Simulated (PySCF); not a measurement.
# OsF₃: relaxation and vibrations of the quartet

Where does quartet OsF₃ go from a trigonal pyramidal start, is the end point a minimum, and what are its modes, charges and moments?

Program: PySCF 2.14.0. Level of theory: PBE0, basis Os def2-SVP with ECP60, F def2-SVP, scalar-relativistic core potentials, no spin–orbit coupling, density fitting. These are calculated values, not measurements.

**1. Starting geometry**

4 atoms, charge 0, spin multiplicity 4.

Bond lengths: Os1–F2 1.930 Å, Os1–F3 1.930 Å, Os1–F4 1.930 Å. Angles: F2–Os1–F3 99.8°, F2–Os1–F4 99.8°, F3–Os1–F4 99.8°.

Coordinates in bohr (charge 0 multiplicity 4):
```
Os    0.0000    0.0000    0.0000
F     3.2203    0.0000    1.7123
F    -1.6100    2.7889    1.7123
F    -1.6100   -2.7889    1.7123
```

**2. Finding the electronic state**

The steps below are one call of a driver around PySCF. For each, scf.py gives the equivalent set-up of the SCF; relaxations use the driver's own optimiser. After this first run the driver tries any further starts and a stability analysis.

The input, scf.py:

```python
from pyscf import gto, scf, dft
mol = gto.M(atom='''
Os     0.000000     0.000000     0.000000
F      1.704100     0.000000     0.906100
F     -0.852000     1.475800     0.906100
F     -0.852000    -1.475800     0.906100''',
    basis={'Os': 'def2-SVP', 'F': 'def2-SVP'},
    ecp={'Os': 'def2-SVP'},
    charge=0, spin=3)
mf = dft.UKS(mol, xc='PBE0')
mf.grids.atom_grid = (50, 194)
aux = {'Os': 'def2-universal-JKFIT', 'F': 'def2-universal-JKFIT'}
mf = mf.density_fit(auxbasis=aux)
mf.conv_tol = 1e-08
mf.diis_space = 10
mf.max_cycle = 60
mf.init_guess = 'minao'
mf.verbose = 4
mf.kernel()
```

Started as:

```sh
OMP_NUM_THREADS=2 python axn.py task.json out
```

Further steps of the session: Relaxation: trigonal pyramidal start, quartet; Relaxing without the symmetry constraint; Is it a minimum? Harmonic modes.

Before running it: what results should come out? Wanted: minimum; geometry; wavenumbers; dipole moment; highest occupied, lowest empty level; polar-tensor charge of Os1; zero-point energy; atomisation energy; ⟨S²⟩.

**Answer**, as computed:

```
                                          quantity                                                              value
                                           minimum                                                       quartet, C2v
                                          geometry  Os–F 1.845 Å (×2), Os–F 1.857 Å; F–Os–F 87.0°, F–Os–F 136.5° (×2)
                                wavenumbers (cm⁻¹)          71 (b2), 194 (b1), 262 (a1), 682 (b2), 689 (a1), 728 (a1)
                                     dipole moment                                                             1.10 D
highest occupied, lowest empty level (either spin)                                                    -7.75, -4.04 eV
                        polar-tensor charge of Os1                                                            +1.51 e
                                 zero-point energy                                                        15.7 kJ/mol
                               entropy at 298.15 K                                                    328.4 J/(mol K)
         atomisation energy (no zero-point energy)                                                        1277 kJ/mol
                                              ⟨S²⟩                                                              3.759
```

The trigonal pyramidal start (C3v) ends in a minimum of C2v symmetry. In the infrared the band at 728 cm⁻¹ (a1, stretch) leads. Most of the spin sits on Os1 (Mulliken spin 2.63, against 3 for the whole molecule). The first SCF alone would have been 2 kJ/mol too high. Other starts or spin states, not run here, may lie lower. One determinant may miss the lowest occupation of an open d or f shell. With an element this heavy the missing spin–orbit coupling can shift these numbers.
